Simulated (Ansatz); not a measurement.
# BI3: one species, many methods

The task here is to estimate one member of a computed series from the others.

Program: Ansatz 0.2.0, Gaussian basis. Level of theory: functionals in def2-TZVPP, the program's frozen cores in correlated methods. These are calculated values, not measurements.

The runs, in order: LDA (SPW92), PBE-D4, revPBE-D4, BLYP-D4, r2SCAN-D4, B97M-V, PBE0-D4, B3LYP-D4, r2SCANh-D4, r2SCAN0-D4, HSE06-D4, BHLYP-D4, CAM-B3LYP-D4, LC-ωPBE, ωB97X-V, ωB97M-V, B2PLYP, PBE-QIDH; CCSD(T)/def2-SVP; CCSD(T)/def2-TZVPP; MP2/def2-QZVPP; extrapolation to the limit; RPA on PBE.

## The geometry

The geometry comes from an earlier relaxation with PBE0-D4 in a triple-zeta def2 set; it is a stationary point. I takes the def2 core potential; no spin-orbit term is included.

4 atoms, charge 0, spin multiplicity 1.

Atoms are counted from 1 here; the program's logs count them from 0.

Bond lengths: I1–B2 2.110 Å, B2–I3 2.110 Å, B2–I4 2.110 Å. Angles: I1–B2–I3 120.0°, I1–B2–I4 120.0°, I3–B2–I4 120.0°.

The first run:

Input file in.yaml:

```yaml
crystal:
  periodic: [false, false, false]
  atoms:
    - {symbol: I, position_ang: [-1.308549, -0.295243, 1.615582]}
    - {symbol: B, position_ang: [0.013880, -0.015065, -0.005073]}
    - {symbol: I, position_ang: [1.876796, -1.006290, -0.030287]}
    - {symbol: I, position_ang: [-0.526527, 1.256298, -1.600523]}
basis:
  gaussian: {orbitals: def2-TZVPP}
hamiltonian: {xc: lda}
output: {orbitals: {seedname: orbitals}}
```

Started as:

```console
ansatz run in.yaml --threads 4 --pin off --events-out ev --progress --plain --max-ram 10444MiB
```

Steps of the session up to this table: LDA; PBE-D4 (GGA); revPBE-D4 (GGA); BLYP-D4 (GGA); r2SCAN-D4 (meta-GGA); B97M-V (meta-GGA); B3LYP-D4 (hybrid); r2SCANh-D4 (hybrid); r2SCAN0-D4 (hybrid); HSE06-D4 (hybrid); BHLYP-D4 (hybrid); CAM-B3LYP-D4 (range-separated); LC-ωPBE (range-separated); ωB97X-V (range-separated); ωB97M-V (range-separated); B2PLYP (double hybrid); PBE-QIDH (double hybrid).

One table of the session follows, with a row left open; its other results are not shown here.

It belongs to the step «Orbital energies across the functionals». 

| functional | HOMO (eV) | LUMO (eV) | gap (eV) |
| --- | --- | --- | --- |
| LDA (SPW92) | -6.42 | -3.45 | 2.97 |
| PBE-D4 | -6.25 | -3.23 | 3.02 |
| revPBE-D4 | -6.20 | -3.15 | 3.06 |
| BLYP-D4 | -6.06 | -3.02 | 3.03 |
| r2SCAN-D4 | ? | ? | ? |
| B97M-V | -6.53 | -2.95 | 3.58 |
| PBE0-D4 | -7.38 | -2.51 | 4.87 |
| B3LYP-D4 | -7.12 | -2.61 | 4.51 |
| r2SCANh-D4 | -6.96 | -2.82 | 4.13 |
| r2SCAN0-D4 | -7.57 | -2.43 | 5.14 |
| HSE06-D4 | -6.99 | -2.88 | 4.12 |
| BHLYP-D4 | -8.32 | -1.54 | 6.78 |
| CAM-B3LYP-D4 | -8.59 | -1.43 | 7.16 |
| LC-ωPBE | -9.94 | -0.52 | 9.42 |
| ωB97X-V | -9.60 | -0.52 | 9.08 |
| ωB97M-V | -9.47 | -0.63 | 8.84 |

Q: Estimate the row for r2SCAN-D4 from the others.

Worked estimate for «HOMO (eV)». Against the share of exact exchange, r2SCANh-D4 (0.1, -6.96), r2SCAN0-D4 (0.25, -7.57) give a slope of -4.07 per unit share; at 0 the line stands at -6.55.

**Answer.** HOMO (eV): -6.55; LUMO (eV): -3.09; gap (eV): 3.46. In «HOMO (eV)» the line misses by 0.00.
